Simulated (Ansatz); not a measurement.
# HfF+ (singlet): the correlation ladder, def2-SVP

The task here is to estimate one member of a computed series from the others.

Method: def2-SVP, core rule «outside noble gas», up to 5 orbitals frozen; program: Ansatz 0.2.0, Gaussian basis.

The runs, in order: UHF; CCSD(T) on RHF; CCSD(T) on UHF; CISD; CCSDT(Q) on RHF; CCSDT(Q) on UHF.

22 further runs of the same task are left out: 9 for a known fault of the program, 4 that didn't finish, 9 set aside as unsound or not needed.

### What is computed

The geometry is a PBE0/def2-TZVP stationary point (not a proven minimum) of the parent state, kept for this charge and spin. No spin-orbit coupling is included. Elements past krypton take def2 core potentials.

2 atoms, charge 1, spin multiplicity 1.

Atoms are counted from 1 here; the program's logs count them from 0.

Bond lengths: Hf1–F2 1.861 Å.

Set-up of the first run:

The input, in.yaml:

```yaml
crystal:
  periodic: [false, false, false]
  atoms:
    - {symbol: Hf, position_ang: [0.000000, 0.000000, 0.000000]}
    - {symbol: F, position_ang: [0.000000, 0.000000, 1.860593]}
basis:
  gaussian: {orbitals: def2-SVP}
total_charge: 1
magnetization: {spin_polarized: true, initial_magnetization: 0}
hamiltonian: {xc: hf}
output: {orbitals: {seedname: orbitals}}
```

Run with:

```
> ansatz run in.yaml --threads 1 --pin off --events-out ev --progress --plain --max-ram 2393MiB
```

Among the steps run: UHF; CCSD(T) on RHF; CCSD(T) on UHF; CISD; CCSDT(Q) on RHF; CCSDT(Q) on UHF.

One of the session's tables, all rows but one given; the rest of the session is left out.

| method | from RCCSDT(Q) (meV) |
| --- | --- |
| RHF | ? |
| UHF | +6627.1 |
| RMP2 | +487.1 |
| UMP2 | +321.0 |
| RCCSD | +247.2 |
| UCCSD | +214.3 |
| RCCSD(T) | +29.2 |
| UCCSD(T) | +28.8 |
| RCCSDT | +13.5 |
| UCCSDT | +17.0 |
| RCCSDT(Q) | 0 |
| UCCSDT(Q) | -1.9 |

Q: Estimate the row for RHF from the others.

The run gave: from RCCSDT(Q) (meV): +7197.8. In the column «from RCCSDT(Q) (meV)» it is the highest.

Not comparable, so not listed: CISD (they don't share determinant, frozen orbitals or solution with the rows shown, or repeat one).

The program flags UCCSD(T), UCCSDT(Q) as in doubt (see the logs), so those rows may rest on another solution; read them beside their warnings.

Limits of these values: The determinant is far from a pure spin state, so its energy mixes those of several spin states (harmless only where they are near-degenerate, as at dissociation). The program flags UCCSD(T), UCCSDT(Q) as in doubt, so those rows may rest on another solution; read them beside their warnings. Restricted and unrestricted rows rest on different reference determinants; where their highest levels disagree by more than a few hundredths of an eV, they describe different states and don't form one ladder.
